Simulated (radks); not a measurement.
# K in [Ar] 4s1: an all-electron calculation

An exercise on one series of results from a longer session: the logs are not shown, and one member is left open.

The numbers are computed with radks (a radial shooting solver on a logarithmic mesh, Libxc functionals) version 1 (scalar-relativistic Kohn-Sham, exchange-only PBE, spin-unpolarised, spherical densities, finite nucleus), except any that are marked as measured or tabulated.

## The system

- element: potassium (Z = 19)
- charge: 0
- electrons: 19
- configuration: [Ar] 4s1
- nuclear rms radius: 3.4349 fm

Outer shells as boxes (Hund's rule):

K
```
[Ar] core
4s [↑ ]
```

The first run:

The run's settings:

```text
Z 19
configuration [Ar] 4s1 3d0 4p0 5s0 4f0
relativity scalar-relativistic
functional pbe,
spin unpolarised
nucleus finite rms 3.4349 fm
c 137.035999084
```

Launch:

```console
> python run_ks.py task.json out
```

The same process makes all the runs of this session.

One table of the session follows, with a row left open; its other results are not shown here.

It belongs to the step «Shells». Radial moments (bohr):

| level | <r> | outermost maximum (interpolated) | 90 % within | nodes |
| --- | --- | --- | --- | --- |
| 1s | 0.08105 | 0.0530 | 0.145 | 0 |
| 2s | 0.3878 | 0.318 | 0.605 | 1 |
| 2p | 0.3506 | 0.263 | 0.580 | 0 |
| 3s | 1.270 | 1.08 | 1.92 | 2 |
| 3p | ? | ? | ? | ? |
| 4s | 5.148 | 4.06 | 7.99 | 3 |
| 4p | 8.259 | 6.50 | 12.9 | 2 |

Estimate the missing values for 3p.

As computed: <r>: 1.443; outermost maximum (interpolated): 1.15; 90 % within: 2.26; nodes: 1. In the column «<r>» it lies between 3s (1.270) and 4s (5.148).

Limits of these values: Spin polarisation and multiplet splitting are left out.
